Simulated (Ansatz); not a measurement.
**BH₅NSn+ (SMILES N[BH][SnH2+]): single points off equilibrium**

Aim: energy, forces and dipole at a structure displaced at random from a GFN2-xTB minimum, from CCSD(T) and from density functionals.

The runs use Ansatz 0.2.0, Gaussian basis; single points in def2-TZVPP.

Cores are frozen in the correlated methods. Filled d shells of the heavier atoms are correlated. Core potentials replace the inner electrons past krypton, and spin-orbit coupling is left out. B3LYP uses VWN-RPA correlation.

### Step 1. Starting geometry

SMILES `N[BH][SnH2+]`, 8 atoms, charge 1, spin multiplicity 1.

Atoms are counted from 1 here; the program's logs count them from 0.

Bond lengths: N1–B2 1.511 Å, N1–H4 0.957 Å, N1–H5 0.953 Å, B2–Sn3 2.284 Å, B2–H6 1.012 Å, Sn3–H7 1.744 Å, Sn3–H8 1.864 Å. Angles: B2–N1–H4 122.0°, B2–N1–H5 116.9°, H4–N1–H5 119.3°, N1–B2–Sn3 114.9°, N1–B2–H6 129.3°, Sn3–B2–H6 115.1°, B2–Sn3–H7 135.7°, B2–Sn3–H8 128.9°, H7–Sn3–H8 93.7°.

Coordinates:

```xyz
8

N    -1.0208    0.9875   -0.8267
B     0.2382    0.9069    0.0051
Sn    0.7903   -1.1932    0.7123
H    -1.6395    0.2592   -0.8821
H    -1.2935    1.8546   -1.1127
H     0.9395    1.6158    0.1751
H     2.0712   -1.8923    1.6673
H     0.2202   -2.8393    0.0504
```

### Step 2. CCSD(T)/def2-TZVPP

Input file run/in.yaml:

```yaml
crystal:
  periodic: [false, false, false]
  atoms:
    - {symbol: N, position_ang: [-1.020800, 0.987500, -0.826700]}
    - {symbol: B, position_ang: [0.238200, 0.906900, 0.005100]}
    - {symbol: Sn, position_ang: [0.790300, -1.193200, 0.712300]}
    - {symbol: H, position_ang: [-1.639500, 0.259200, -0.882100]}
    - {symbol: H, position_ang: [-1.293500, 1.854600, -1.112700]}
    - {symbol: H, position_ang: [0.939500, 1.615800, 0.175100]}
    - {symbol: H, position_ang: [2.071200, -1.892300, 1.667300]}
    - {symbol: H, position_ang: [0.220200, -2.839300, 0.050400]}
basis:
  gaussian: {orbitals: def2-TZVPP}
total_charge: 1
correlation: {method: ccsd_t}
output: {forces: true}
```

The command line of these runs was not kept.

### Step 3. PBE0-D4/def2-TZVPP

Changes to run/in.yaml since step 2:

```diff
@@ -14,3 +14,3 @@
 total_charge: 1
-correlation: {method: ccsd_t}
-output: {forces: true}
+hamiltonian: {xc: pbe0, dispersion: d4}
+output: {forces: true, orbitals: {seedname: orbitals}}
```

### Step 4. wB97M-V/def2-TZVPP

Changes to run/in.yaml since step 3:

```diff
@@ -14,3 +14,3 @@
 total_charge: 1
-hamiltonian: {xc: pbe0, dispersion: d4}
-output: {forces: true, orbitals: {seedname: orbitals}}
+hamiltonian: {xc: {name: wB97M-V}}
+output: {forces: true}
```

### Step 5. r2SCAN-D4/def2-TZVPP

Changes to run/in.yaml since step 4:

```diff
@@ -14,3 +14,3 @@
 total_charge: 1
-hamiltonian: {xc: {name: wB97M-V}}
+hamiltonian: {xc: r2scan, dispersion: d4}
 output: {forces: true}
```

### Step 6. PBE-D4/def2-TZVPP

Changes to run/in.yaml since step 5:

```diff
@@ -14,3 +14,3 @@
 total_charge: 1
-hamiltonian: {xc: r2scan, dispersion: d4}
+hamiltonian: {xc: pbe, dispersion: d4}
 output: {forces: true}
```

### Step 7. B3LYP-D4/def2-TZVPP

Changes to run/in.yaml since step 6:

```diff
@@ -14,3 +14,3 @@
 total_charge: 1
-hamiltonian: {xc: pbe, dispersion: d4}
+hamiltonian: {xc: {name: B3LYP}, dispersion: d4}
 output: {forces: true}
```

### Step 8. r2SCAN0-D4/def2-TZVPP

Changes to run/in.yaml since step 7:

```diff
@@ -14,3 +14,3 @@
 total_charge: 1
-hamiltonian: {xc: {name: B3LYP}, dispersion: d4}
+hamiltonian: {xc: {name: r2SCAN0}, dispersion: d4}
 output: {forces: true}
```

(Steps that only read results are left out.)

What does the calculation give? Wanted: energy less free atoms, CCSD(T)/def2-TZVPP; RMS force component; RMS force error; HOMO and LUMO, PBE0-D4; T1 diagnostic.

**Answer**, as computed:

| quantity | value |
| --- | --- |
| energy less free atoms, CCSD(T)/def2-TZVPP | -15.949 eV |
| RMS force component | 3.094 to 3.185 eV/Å over the methods |
| RMS force error | PBE0-D4 0.115, wB97M-V 0.116, r2SCAN-D4 0.066, PBE-D4 0.169, B3LYP-D4 0.117, r2SCAN0-D4 0.147 eV/Å |
| HOMO and LUMO, PBE0-D4 | -13.66 and -8.77 eV |
| T1 diagnostic | 0.018 |

Against CCSD(T) the functionals' energies less atoms differ by -1.057 to -0.190 eV, PBE-D4 by -1.057 eV. A larger basis would deepen the CCSD(T) value, while the functionals are nearly converged already, so the order here is not reliable. On forces the order runs from r2SCAN-D4 to PBE-D4. Frozen-core CCSD(T) forces in triple zeta carry basis errors of their own, and this is one geometry, so small gaps rank nothing.
